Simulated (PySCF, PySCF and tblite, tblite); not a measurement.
# C₅H₉F₃O: conformers and averaged spectra, part 1 of 3

Which conformers does C₅H₉F₃O (`CO[C@H](C)CC(F)(F)F`) populate, and what do their averaged NMR parameters look like?

Computed with tblite 0.8.0 (tight binding) and PySCF 2.14.0 (DFT, with response routines of our own); each step states its level. Atoms count from 0 throughout.

## Step 1: The molecule as given

18 atoms, charge 0, multiplicity 1; geometry from: MMFF94s geometry.

Bonds of the start (Å): C0–H10 1.08, C0–H11 1.09, C0–H9 1.10, C0–O1 1.42, C2–C3 1.51, C2–C4 1.53, C2–H12 1.10, C3–H13 1.10, C3–H14 1.10, C3–H15 1.09, C4–C5 1.51, C4–H16 1.10, C4–H17 1.10, C5–F6 1.34, C5–F7 1.34, C5–F8 1.35, O1–C2 1.43.

## Step 2: GFN2-xTB relaxation, conformer 1

The job: settings as JSON, then the geometry in Å.

```
{"job": {"xc": "GFN2-xTB", "basis": "xTB", "kind": "relax"}, "charge": 0, "multiplicity": 1}
C      2.113900     0.933900    -0.958600
O      1.528700    -0.275900    -0.503700
C      0.351700    -0.092600     0.289500
C      0.305500    -1.230000     1.281700
C     -0.865900    -0.079300    -0.645000
C     -2.169500     0.204200     0.054100
F     -2.512700    -0.784300     0.895700
F     -3.161900     0.347800    -0.835000
F     -2.089400     1.348400     0.767700
H      1.400100     1.483500    -1.588500
H      2.989500     0.692300    -1.550600
H      2.408600     1.555700    -0.109900
H      0.408000     0.855900     0.851800
H      1.259700    -1.296600     1.832200
H     -0.497500    -1.105100     2.026000
H      0.173800    -2.198800     0.795400
H     -0.718200     0.685000    -1.426100
H     -0.933400    -1.037800    -1.188300
```

Command:

```sh
$ OMP_NUM_THREADS=1 python ens_run.py task.json out
```

One launch serves the whole session.

The program printed:

```text
step      E/eV     max force
  0    -913.42024    1.189
  1    -913.46370    0.346
  2    -913.47714    0.218
  3    -913.48492    0.189
  4    -913.48863    0.127
  5    -913.49063    0.104
  6    -913.49208    0.082
  7    -913.49300    0.081
  8    -913.49367    0.064
  9    -913.49427    0.064
 10    -913.49489    0.056
 11    -913.49546    0.054
 12    -913.49599    0.055
 13    -913.49654    0.048
 14    -913.49714    0.053
 15    -913.49773    0.061
 16    -913.49820    0.048
 17    -913.49853    0.043
 18    -913.49878    0.040
 19    -913.49878    0.040
 20    -913.49889    0.036
 21    -913.49912    0.028
 22    -913.49922    0.026
 23    -913.49939    0.028
 24    -913.49953    0.027
 25    -913.49970    0.029
 26    -913.49985    0.034
 27    -913.49999    0.038
 28    -913.50012    0.031
 29    -913.50027    0.027
 30    -913.50043    0.030
 31    -913.50065    0.037
 32    -913.50096    0.050
 33    -913.50141    0.051
 34    -913.50195    0.072
 35    -913.50251    0.072
 36    -913.50306    0.051
 37    -913.50359    0.054
 38    -913.50411    0.057
 39    -913.50456    0.052
 40    -913.50485    0.038
 41    -913.50501    0.027
 42    -913.50514    0.027
 43    -913.50529    0.035
 44    -913.50543    0.029
 45    -913.50553    0.024
 46    -913.50560    0.025
 47    -913.50566    0.025
 48    -913.50575    0.028
 49    -913.50585    0.025
 50    -913.50594    0.020
 51    -913.50600    0.019
 52    -913.50604    0.020
 53    -913.50611    0.022
 54    -913.50623    0.025
 55    -913.50637    0.027
 56    -913.50652    0.029
 57    -913.50664    0.026
 58    -913.50672    0.024
 59    -913.50680    0.022
 60    -913.50689    0.023
 61    -913.50697    0.024
 62    -913.50707    0.024
 63    -913.50717    0.024
 64    -913.50728    0.022
 65    -913.50738    0.021
 66    -913.50746    0.027
 67    -913.50754    0.030
 68    -913.50765    0.030
 69    -913.50777    0.029
 70    -913.50789    0.024
 71    -913.50800    0.023
 72    -913.50808    0.017
 73    -913.50814    0.016
 74    -913.50818    0.018
 75    -913.50822    0.013
 76    -913.50825    0.015
 77    -913.50828    0.014
 78    -913.50831    0.013
 79    -913.50834    0.015
 80    -913.50837    0.015
 81    -913.50841    0.017
 82    -913.50845    0.019
 83    -913.50849    0.018
 84    -913.50854    0.018
 85    -913.50859    0.016
 86    -913.50864    0.018
 87    -913.50869    0.022
 88    -913.50875    0.021
 89    -913.50882    0.019
 90    -913.50889    0.019
 91    -913.50895    0.018
 92    -913.50900    0.020
 93    -913.50905    0.024
 94    -913.50912    0.023
 95    -913.50923    0.034
 96    -913.50936    0.031
 97    -913.50951    0.033
 98    -913.50967    0.034
 99    -913.50982    0.026
100    -913.50991    0.023
101    -913.50999    0.022
102    -913.51005    0.022
103    -913.51015    0.023
104    -913.51027    0.022
105    -913.51035    0.016
106    -913.51039    0.014
107    -913.51041    0.014
108    -913.51043    0.011
109    -913.51046    0.010
110    -913.51049    0.011
111    -913.51050    0.010
112    -913.51052    0.012
113    -913.51056    0.016
114    -913.51061    0.021
115    -913.51068    0.023
116    -913.51075    0.019
117    -913.51082    0.020
118    -913.51089    0.024
119    -913.51098    0.031
120    -913.51106    0.030
121    -913.51113    0.022
122    -913.51119    0.017
123    -913.51124    0.018
124    -913.51129    0.022
125    -913.51134    0.024
126    -913.51142    0.026
127    -913.51153    0.037
128    -913.51167    0.038
129    -913.51183    0.035
130    -913.51200    0.030
131    -913.51218    0.030
132    -913.51236    0.041
133    -913.51249    0.047
134    -913.51277    0.040
135    -913.51308    0.039
136    -913.51328    0.026
137    -913.51344    0.033
138    -913.51354    0.027
139    -913.51365    0.023
140    -913.51372    0.018
141    -913.51378    0.017
142    -913.51382    0.016
143    -913.51385    0.016
144    -913.51388    0.016
145    -913.51394    0.020
146    -913.51398    0.015
147    -913.51401    0.012
148    -913.51404    0.014
149    -913.51407    0.022
150    -913.51411    0.015
151    -913.51415    0.014
152    -913.51417    0.009
153    -913.51418    0.009
154    -913.51419    0.009
155    -913.51421    0.007
156    -913.51422    0.006
157    -913.51423    0.007
158    -913.51424    0.009
159    -913.51425    0.010
160    -913.51425    0.008
161    -913.51426    0.006
162    -913.51426    0.005
163    -913.51427    0.005
164    -913.51428    0.005
165    -913.51428    0.006
166    -913.51429    0.007
167    -913.51430    0.008
168    -913.51430    0.006
169    -913.51431    0.005
170    -913.51431    0.006
171    -913.51432    0.006
172    -913.51432    0.005
173    -913.51432    0.002
```

Run time: 0.97 s. Hardware: 1 thread of Arm Neoverse V1, shared host.

Relaxing gained 0.094 eV and moved the atoms by 0.31 Å on average (rms).

GFN2-xTB relaxation, conformer 2:

The job: settings as JSON, then the geometry in Å.

```
{"job": {"xc": "GFN2-xTB", "basis": "xTB", "kind": "relax"}, "charge": 0, "multiplicity": 1}
C     -2.041000    -1.031600     0.021200
O     -0.840900    -0.545600    -0.554100
C     -0.106900     0.333000     0.317200
C     -0.671800     1.759400     0.148900
C      1.351800     0.303400    -0.095600
C      2.006600    -1.001300     0.273800
F      3.328000    -0.961600    -0.047900
F      1.482100    -2.062900    -0.341800
F      1.939500    -1.215100     1.611600
H     -2.517500    -1.714100    -0.689200
H     -2.748100    -0.209500     0.212700
H     -1.852500    -1.581800     0.948200
H     -0.216700     0.021300     1.370100
H     -1.711700     1.803200     0.476000
H     -0.102700     2.478900     0.755400
H     -0.650600     2.068300    -0.879400
H      1.445900     0.446700    -1.183600
H      1.897900     1.115400     0.384500
```

The program printed:

```text
step      E/eV     max force
  0    -913.42282    1.271
  1    -913.46664    0.386
  2    -913.48051    0.252
  3    -913.48836    0.198
  4    -913.49134    0.151
  5    -913.49328    0.107
  6    -913.49465    0.086
  7    -913.49558    0.068
  8    -913.49616    0.057
  9    -913.49661    0.055
 10    -913.49699    0.048
 11    -913.49737    0.053
 12    -913.49778    0.045
 13    -913.49826    0.057
 14    -913.49878    0.063
 15    -913.49927    0.056
 16    -913.49968    0.052
 17    -913.50003    0.037
 18    -913.50003    0.037
 19    -913.50017    0.029
 20    -913.50041    0.022
 21    -913.50047    0.021
 22    -913.50062    0.026
 23    -913.50072    0.024
 24    -913.50083    0.021
 25    -913.50092    0.025
 26    -913.50103    0.028
 27    -913.50114    0.026
 28    -913.50124    0.024
 29    -913.50135    0.023
 30    -913.50146    0.026
 31    -913.50159    0.026
 32    -913.50173    0.028
 33    -913.50192    0.038
 34    -913.50215    0.037
 35    -913.50240    0.035
 36    -913.50259    0.032
 37    -913.50269    0.026
 38    -913.50275    0.021
 39    -913.50280    0.017
 40    -913.50285    0.017
 41    -913.50289    0.014
 42    -913.50291    0.011
 43    -913.50292    0.006
 44    -913.50293    0.007
 45    -913.50293    0.007
 46    -913.50294    0.008
 47    -913.50295    0.008
 48    -913.50295    0.006
 49    -913.50296    0.006
 50    -913.50297    0.007
 51    -913.50298    0.009
 52    -913.50299    0.006
 53    -913.50299    0.006
 54    -913.50300    0.007
 55    -913.50301    0.009
 56    -913.50302    0.012
 57    -913.50304    0.012
 58    -913.50305    0.011
 59    -913.50307    0.011
 60    -913.50309    0.010
 61    -913.50311    0.011
 62    -913.50312    0.010
 63    -913.50314    0.010
 64    -913.50315    0.009
 65    -913.50316    0.008
 66    -913.50317    0.009
 67    -913.50318    0.008
 68    -913.50319    0.007
 69    -913.50320    0.007
 70    -913.50321    0.006
 71    -913.50322    0.006
 72    -913.50322    0.005
 73    -913.50323    0.005
 74    -913.50323    0.004
 75    -913.50324    0.005
 76    -913.50324    0.006
 77    -913.50325    0.007
 78    -913.50325    0.007
 79    -913.50326    0.006
 80    -913.50327    0.006
 81    -913.50328    0.006
 82    -913.50328    0.008
 83    -913.50329    0.008
 84    -913.50330    0.008
 85    -913.50331    0.008
 86    -913.50331    0.006
 87    -913.50332    0.005
 88    -913.50332    0.006
 89    -913.50333    0.008
 90    -913.50334    0.008
 91    -913.50335    0.008
 92    -913.50336    0.007
 93    -913.50337    0.009
 94    -913.50339    0.010
 95    -913.50340    0.010
 96    -913.50342    0.009
 97    -913.50344    0.008
 98    -913.50345    0.010
 99    -913.50346    0.011
100    -913.50348    0.009
101    -913.50349    0.008
102    -913.50350    0.012
103    -913.50352    0.007
104    -913.50353    0.011
105    -913.50354    0.007
106    -913.50355    0.006
107    -913.50355    0.005
108    -913.50356    0.005
109    -913.50356    0.005
110    -913.50356    0.005
111    -913.50357    0.004
112    -913.50357    0.003
```

It took 0.6 s on 1 thread of Arm Neoverse V1, shared host.

Relaxing gained 0.081 eV and moved the atoms by 0.09 Å on average (rms).

## Step 3: GFN2-xTB relaxation, conformer 3

The job: settings as JSON, then the geometry in Å.

```
{"job": {"xc": "GFN2-xTB", "basis": "xTB", "kind": "relax"}, "charge": 0, "multiplicity": 1}
C     -2.197400    -1.269400    -0.485000
O     -1.118300    -0.502100    -0.996200
C     -0.155700    -0.131100     0.027300
C     -0.656100     1.143400     0.719200
C      1.162700     0.072800    -0.698100
C      2.317300     0.333200     0.219300
F      3.485600     0.356800    -0.472400
F      2.431100    -0.625400     1.166300
F      2.217600     1.517100     0.854500
H     -2.856800    -1.531200    -1.321200
H     -2.797100    -0.690100     0.231200
H     -1.851700    -2.194000    -0.019200
H     -0.064000    -0.942500     0.759200
H     -0.728000     1.969300     0.019100
H     -1.657400     1.001900     1.153000
H      0.003800     1.428500     1.559600
H      1.380900    -0.818500    -1.297700
H      1.074700     0.887500    -1.430600
```

The program printed:

```text
step      E/eV     max force
  0    -913.40422    1.375
  1    -913.46205    0.435
  2    -913.47787    0.243
  3    -913.48523    0.192
  4    -913.48858    0.135
  5    -913.49052    0.099
  6    -913.49213    0.090
  7    -913.49319    0.070
  8    -913.49390    0.057
  9    -913.49445    0.057
 10    -913.49495    0.053
 11    -913.49543    0.055
 12    -913.49595    0.054
 13    -913.49657    0.062
 14    -913.49729    0.067
 15    -913.49803    0.084
 16    -913.49866    0.081
 17    -913.49913    0.054
 18    -913.49945    0.035
 19    -913.49945    0.035
 20    -913.49958    0.026
 21    -913.49984    0.027
 22    -913.49994    0.029
 23    -913.50012    0.024
 24    -913.50026    0.026
 25    -913.50041    0.025
 26    -913.50053    0.029
 27    -913.50066    0.032
 28    -913.50078    0.024
 29    -913.50089    0.020
 30    -913.50099    0.024
 31    -913.50112    0.031
 32    -913.50129    0.033
 33    -913.50150    0.034
 34    -913.50173    0.038
 35    -913.50199    0.036
 36    -913.50232    0.039
 37    -913.50273    0.057
 38    -913.50314    0.055
 39    -913.50345    0.040
 40    -913.50365    0.034
 41    -913.50379    0.033
 42    -913.50392    0.039
 43    -913.50403    0.028
 44    -913.50410    0.018
 45    -913.50414    0.015
 46    -913.50418    0.020
 47    -913.50423    0.023
 48    -913.50431    0.025
 49    -913.50439    0.022
 50    -913.50445    0.014
 51    -913.50448    0.012
 52    -913.50451    0.013
 53    -913.50455    0.016
 54    -913.50459    0.015
 55    -913.50463    0.015
 56    -913.50466    0.014
 57    -913.50471    0.018
 58    -913.50476    0.021
 59    -913.50482    0.019
 60    -913.50489    0.020
 61    -913.50496    0.023
 62    -913.50505    0.023
 63    -913.50515    0.026
 64    -913.50524    0.022
 65    -913.50532    0.021
 66    -913.50540    0.026
 67    -913.50550    0.028
 68    -913.50563    0.026
 69    -913.50578    0.028
 70    -913.50597    0.038
 71    -913.50613    0.063
 72    -913.50634    0.036
 73    -913.50651    0.028
 74    -913.50672    0.027
 75    -913.50682    0.033
 76    -913.50701    0.031
 77    -913.50712    0.029
 78    -913.50718    0.024
 79    -913.50724    0.021
 80    -913.50730    0.018
 81    -913.50741    0.017
 82    -913.50746    0.016
 83    -913.50752    0.014
 84    -913.50756    0.014
 85    -913.50758    0.013
 86    -913.50761    0.011
 87    -913.50763    0.011
 88    -913.50765    0.013
 89    -913.50768    0.013
 90    -913.50773    0.017
 91    -913.50782    0.024
 92    -913.50798    0.031
 93    -913.50818    0.039
 94    -913.50837    0.040
 95    -913.50851    0.030
 96    -913.50852    0.037
 97    -913.50862    0.026
 98    -913.50867    0.020
 99    -913.50874    0.019
100    -913.50879    0.022
101    -913.50883    0.023
102    -913.50890    0.020
103    -913.50897    0.021
104    -913.50905    0.022
105    -913.50911    0.020
106    -913.50916    0.018
107    -913.50923    0.021
108    -913.50929    0.021
109    -913.50936    0.016
110    -913.50941    0.018
111    -913.50947    0.019
112    -913.50955    0.022
113    -913.50964    0.023
114    -913.50972    0.017
115    -913.50977    0.017
116    -913.50982    0.018
117    -913.50987    0.022
118    -913.50993    0.016
119    -913.50999    0.017
120    -913.51001    0.011
121    -913.51003    0.009
122    -913.51005    0.008
123    -913.51007    0.008
124    -913.51008    0.008
125    -913.51009    0.010
126    -913.51011    0.011
127    -913.51013    0.011
128    -913.51015    0.010
129    -913.51017    0.011
130    -913.51019    0.013
131    -913.51022    0.015
132    -913.51025    0.015
133    -913.51030    0.021
134    -913.51035    0.022
135    -913.51041    0.019
136    -913.51048    0.018
137    -913.51052    0.018
138    -913.51058    0.020
139    -913.51065    0.019
140    -913.51072    0.031
141    -913.51081    0.024
142    -913.51090    0.039
143    -913.51101    0.025
144    -913.51117    0.024
145    -913.51124    0.025
146    -913.51130    0.015
147    -913.51134    0.013
148    -913.51137    0.012
149    -913.51139    0.011
150    -913.51141    0.010
151    -913.51142    0.008
152    -913.51143    0.009
153    -913.51144    0.009
154    -913.51145    0.009
155    -913.51146    0.006
156    -913.51147    0.009
157    -913.51148    0.009
158    -913.51149    0.008
159    -913.51150    0.009
160    -913.51151    0.007
161    -913.51152    0.009
162    -913.51153    0.008
163    -913.51153    0.005
164    -913.51154    0.005
165    -913.51154    0.004
166    -913.51155    0.003
```

Wall time 0.96 s (1 thread of Arm Neoverse V1, shared host).

Relaxing gained 0.107 eV and moved the atoms by 0.27 Å on average (rms).

**GFN2-xTB relaxation, conformer 4**

The job: settings as JSON, then the geometry in Å.

```
{"job": {"xc": "GFN2-xTB", "basis": "xTB", "kind": "relax"}, "charge": 0, "multiplicity": 1}
C      1.796100     0.283500     1.408800
O      1.123000     0.719600     0.216100
C      0.464200    -0.331000    -0.476100
C      0.237900     0.174400    -1.915700
C     -0.846700    -0.762000     0.207700
C     -1.859800     0.342600     0.419100
F     -2.948000    -0.166900     1.036000
F     -2.275300     0.890200    -0.732600
F     -1.380700     1.325900     1.211600
H      2.332800     1.136600     1.825100
H      2.498500    -0.513900     1.185400
H      1.062400    -0.051200     2.161300
H      1.114500    -1.198000    -0.529100
H     -0.263500     1.136200    -1.930700
H      1.203000     0.330700    -2.396200
H     -0.337400    -0.551300    -2.487100
H     -1.313200    -1.550600    -0.391000
H     -0.616500    -1.208600     1.175800
```

The program printed:

```text
step      E/eV     max force
  0    -913.37138    1.244
  1    -913.41648    0.314
  2    -913.42760    0.253
  3    -913.43417    0.185
  4    -913.43657    0.138
  5    -913.43838    0.097
  6    -913.44002    0.117
  7    -913.44117    0.098
  8    -913.44182    0.070
  9    -913.44227    0.048
 10    -913.44269    0.061
 11    -913.44309    0.066
 12    -913.44345    0.045
 13    -913.44377    0.036
 14    -913.44377    0.036
 15    -913.44392    0.030
 16    -913.44428    0.028
 17    -913.44437    0.030
 18    -913.44456    0.032
 19    -913.44470    0.037
 20    -913.44487    0.034
 21    -913.44505    0.032
 22    -913.44526    0.032
 23    -913.44545    0.033
 24    -913.44561    0.031
 25    -913.44576    0.031
 26    -913.44592    0.033
 27    -913.44608    0.024
 28    -913.44619    0.026
 29    -913.44625    0.020
 30    -913.44629    0.019
 31    -913.44634    0.017
 32    -913.44638    0.020
 33    -913.44643    0.022
 34    -913.44649    0.017
 35    -913.44654    0.018
 36    -913.44660    0.016
 37    -913.44665    0.019
 38    -913.44670    0.016
 39    -913.44674    0.017
 40    -913.44679    0.017
 41    -913.44685    0.023
 42    -913.44693    0.030
 43    -913.44702    0.027
 44    -913.44710    0.020
 45    -913.44715    0.020
 46    -913.44719    0.023
 47    -913.44725    0.024
 48    -913.44732    0.027
 49    -913.44741    0.027
 50    -913.44751    0.023
 51    -913.44761    0.030
 52    -913.44773    0.028
 53    -913.44786    0.025
 54    -913.44801    0.024
 55    -913.44814    0.023
 56    -913.44829    0.029
 57    -913.44843    0.026
 58    -913.44854    0.023
 59    -913.44860    0.017
 60    -913.44863    0.015
 61    -913.44866    0.011
 62    -913.44867    0.009
 63    -913.44869    0.009
 64    -913.44870    0.011
 65    -913.44871    0.009
 66    -913.44873    0.009
 67    -913.44874    0.008
 68    -913.44875    0.007
 69    -913.44875    0.006
 70    -913.44876    0.006
 71    -913.44876    0.005
 72    -913.44877    0.004
 73    -913.44877    0.004
```

Wall time 0.4 s (1 thread of Arm Neoverse V1, shared host).

Gain 0.077 eV; displacement 0.09 Å root mean square.

(Continued in part 2 of 3.)
